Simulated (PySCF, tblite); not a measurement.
# C2H7Cl2Si2 radical: geometry, infrared bands and EPR parameters

What infrared bands and EPR parameters should C2H7Cl2Si2 radical (`[SiH3][CH][C@H](Cl)[SiH2]Cl`) show?

Computed with tblite 0.8.0 and PySCF 2.14.0, with density-fitted response routines of our own, on a single molecule in the gas phase. Atoms are numbered from 0 throughout.

**1. The starting structure**

13 atoms, charge 0, multiplicity 2; geometry from: force field or distance geometry start.

Bonds of the start (Å): Si0–C1 1.81, C1–C2 1.51, C2–Cl3 1.81, C2–Si4 1.86, Si4–Cl5 2.05, Si0–H6 1.49, Si0–H7 1.48, Si0–H8 1.48, C1–H9 1.07, C2–H10 1.09, Si4–H11 1.49, Si4–H12 1.49.

**2. Relaxing the molecule with GFN2-xTB**

The job: settings as JSON, then the geometry in Å.

```
{"job": {"kind": "relax", "xc": "GFN2-xTB", "basis": "xTB"}, "charge": 0, "multiplicity": 2}
Si    -1.910700    -0.968300     0.396000
C     -0.800200     0.286800    -0.300300
C      0.307300     0.887400     0.536200
Cl     0.350300     2.654900     0.129100
Si     2.028000     0.216100     0.283300
Cl     2.094900    -1.750400     0.862600
H     -3.314700    -0.475600     0.309000
H     -1.557700    -1.201600     1.819200
H     -1.780200    -2.225800    -0.372400
H     -0.942200     0.551900    -1.325500
H      0.054500     0.845600     1.598600
H      2.434900     0.243200    -1.153300
H      3.031400     0.936200     1.113500
```

Command:

```
OMP_NUM_THREADS=1 python probes_run.py task.json out
```

The driver reads the jobs from task.json and runs them one after another.

**Question.** This job is followed by: GFN2-xTB harmonic vibrations, gas phase; UKS B3LYP, pcH-1 on C Cl H Si, non-relativistic, mean-field spin-orbit, GIAO. What will the session give for the following? strongest single infrared mode (GFN2-xTB); zero-point energy (GFN2-xTB); g(iso) (B3LYP); ⟨S²⟩; largest a(iso) (averaged by class); potential on the surface of density 0.002 e/bohr³, 1st and 99th percentile.

As calculated:

| quantity | value |
| --- | --- |
| strongest single infrared mode (GFN2-xTB) | 2205 cm⁻¹, 355 km/mol |
| zero-point energy (GFN2-xTB) | 46.0 kcal/mol |
| g(iso) (B3LYP) | 2.00295 |
| ⟨S²⟩ | 0.754 (exact 0.75) |
| largest a(iso) (averaged by class) | 29Si on Si4, -121.8 MHz |
| potential on the surface of density 0.002 e/bohr³, 1st and 99th percentile | -0.56 V and 1.33 V |

Over 37 steps the energy fell by 0.268 eV; of the close pairs, C2–Si4 changed most, 1.864 to 1.945 Å. The lowest mode is imaginary (38i cm⁻¹), so the xTB geometry is not a minimum: the zero-point energy counts the real modes alone, and all values at this geometry belong to a saddle point. The strongest single mode, at 2205 cm⁻¹, moves mainly H6. GFN2-xTB is a fitted tight-binding method: band positions and strengths are rough. Its intensities can rank the bands wrongly. C1 carries the largest spin population, 0.93 e. The isotropic g lies 0.6 ppt above the free-electron value. These values are for one conformer; the search (at its own cheap level) found 2 more, at 0.56, 0.58 kcal/mol, and measured spectra average over such forms.
